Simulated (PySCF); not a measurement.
# H8N2SSi2: the cost of one run

The runs use PySCF 2.14.0, with density-fitted response routines of our own; the level of theory stands in each step. All values are computed, except where a source is named. Atoms are numbered from 0 throughout.

## Step 1: Starting geometry

13 atoms, charge 0, multiplicity 1; geometry from: GFN2-xTB. The atoms were then displaced at random by about 0.01 Å, so the start is not that level's minimum.

Bonds of the start (Å): N0–Si1 1.70, Si1–N2 1.73, Si1–Si3 2.33, Si3–S4 2.14, N0–H5 1.03, N0–H6 1.02, Si1–H7 1.47, N2–H8 0.98, N2–H9 1.00, Si3–H10 1.45, Si3–H11 1.46, S4–H12 1.32.

## Step 2: Geometry optimisation at PBE0-D3(BJ)/def2-SVP

What the job is given:

```
{"job": {"xc": "PBE0", "basis": "def2-SVP", "d3": "d3bj", "grid": 1, "shake": 0.01, "kind": "geom"}, "charge": 0, "multiplicity": 1}
N     -1.420270     1.058000     0.865840
Si    -0.518640    -0.292930     0.355970
N     -1.321440    -1.187090    -0.890380
Si     1.437260     0.656890    -0.491820
S      3.065520    -0.727980    -0.440800
H     -2.410420     0.956760     1.115250
H     -1.017970     1.771070     1.467860
H     -0.325500    -1.297810     1.411520
H     -1.356550    -0.801920    -1.793890
H     -2.150360    -1.690220    -0.661230
H      1.412310     1.021450    -1.893430
H      1.887030     1.836180     0.251290
H      2.724860    -1.319270     0.693500
```

Run with:

```sh
> OMP_NUM_THREADS=1 python probes_run.py task.json out
```

This one command runs all jobs of the session in turn.

Q: Estimate the wall time and peak memory of this first job on 1 thread of Arm Neoverse V2, shared host.

About 1.7 min, with a peak of 0.51 GiB.
